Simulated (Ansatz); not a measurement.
**TaCl₄F: up Jacob's ladder to CCSD(T)**

One table from this session's results is given with a row withheld; the runs are named, their logs left out.

Method: functionals in def2-TZVPP, the program's frozen cores in correlated methods; program: Ansatz 0.2.0, Gaussian basis.

The runs, in order: LDA (SPW92), PBE-D4, revPBE-D4, BLYP-D4, r2SCAN-D4, B97M-V, PBE0-D4, B3LYP-D4, r2SCANh-D4, r2SCAN0-D4, HSE06-D4, BHLYP-D4, CAM-B3LYP-D4, LC-ωPBE, ωB97X-V, ωB97M-V, B2PLYP, PBE-QIDH; CCSD(T)/def2-SVP; CCSD(T)/def2-TZVPP; MP2/def2-QZVPP; extrapolation to the limit; RPA on PBE.

**The geometry**

The geometry comes from an earlier relaxation with PBE0-D4 in a triple-zeta def2 set; it is a stationary point. Ta takes the def2 core potential; no spin-orbit term is included.

6 atoms, charge 0, spin multiplicity 1.

Atoms are counted from 1 here; the program's logs count them from 0.

Bond lengths: F1–Ta2 1.848 Å, Ta2–Cl3 2.320 Å, Ta2–Cl4 2.271 Å, Ta2–Cl5 2.320 Å, Ta2–Cl6 2.271 Å. Angles: F1–Ta2–Cl3 87.3°, F1–Ta2–Cl4 122.0°, F1–Ta2–Cl5 87.3°, F1–Ta2–Cl6 122.0°, Cl3–Ta2–Cl4 91.4°, Cl3–Ta2–Cl5 174.6°, Cl3–Ta2–Cl6 91.4°, Cl4–Ta2–Cl5 91.4°, Cl4–Ta2–Cl6 116.0°, Cl5–Ta2–Cl6 91.4°.

Set-up of the first run:

in.yaml reads:

```yaml
crystal:
  periodic: [false, false, false]
  atoms:
    - {symbol: F, position_ang: [-0.834356, 0.140538, -1.709654]}
    - {symbol: Ta, position_ang: [-0.017785, -0.006227, -0.057920]}
    - {symbol: Cl, position_ang: [-2.061174, -0.733045, 0.764722]}
    - {symbol: Cl, position_ang: [0.999141, -1.921934, 0.614646]}
    - {symbol: Cl, position_ang: [1.928436, 0.738328, -1.076890]}
    - {symbol: Cl, position_ang: [0.027837, 1.718242, 1.418796]}
basis:
  gaussian: {orbitals: def2-TZVPP}
hamiltonian: {xc: lda}
output: {orbitals: {seedname: orbitals}}
```

On the command line:

```bash
$ ansatz run in.yaml --threads 4 --pin off --events-out ev --progress --plain --max-ram 11315MiB
```

Among the steps run: LDA; PBE-D4 (GGA); revPBE-D4 (GGA); BLYP-D4 (GGA); r2SCAN-D4 (meta-GGA); B97M-V (meta-GGA); PBE0-D4 (hybrid); B3LYP-D4 (hybrid); r2SCANh-D4 (hybrid); r2SCAN0-D4 (hybrid); HSE06-D4 (hybrid); BHLYP-D4 (hybrid); CAM-B3LYP-D4 (range-separated); LC-ωPBE (range-separated); ωB97X-V (range-separated); ωB97M-V (range-separated); B2PLYP (double hybrid); PBE-QIDH (double hybrid).

One table of the session follows, with a row left open; its other results are not shown here.

It belongs to the step «Orbital energies across the functionals». 

```
  functional  HOMO (eV)  LUMO (eV)  gap (eV)
 LDA (SPW92)      -8.10      -4.61      3.49
      PBE-D4      -7.93      -4.38      3.55
   revPBE-D4      -7.87      -4.30      3.57
     BLYP-D4      -7.75      -4.24      3.51
   r2SCAN-D4      -8.32      -4.38      3.94
      B97M-V      -8.40      -4.32      4.08
     PBE0-D4      -9.32      -3.76      5.56
    B3LYP-D4      -9.03      -3.92      5.10
  r2SCANh-D4      -8.82      -4.13      4.69
  r2SCAN0-D4      -9.57      -3.74      5.83
    HSE06-D4      -8.92      -4.13      4.78
    BHLYP-D4     -10.54      -2.91      7.62
CAM-B3LYP-D4     -10.64      -2.73      7.90
     LC-ωPBE     -12.06      -1.70     10.36
     ωB97X-V          ?          ?         ?
     ωB97M-V     -11.50      -1.74      9.76
```

**Question.** Estimate the row for ωB97X-V.

As computed: HOMO (eV): -11.68; LUMO (eV): -1.74; gap (eV): 9.94. In the column «HOMO (eV)» it lies between LC-ωPBE (-12.06) and ωB97M-V (-11.50).
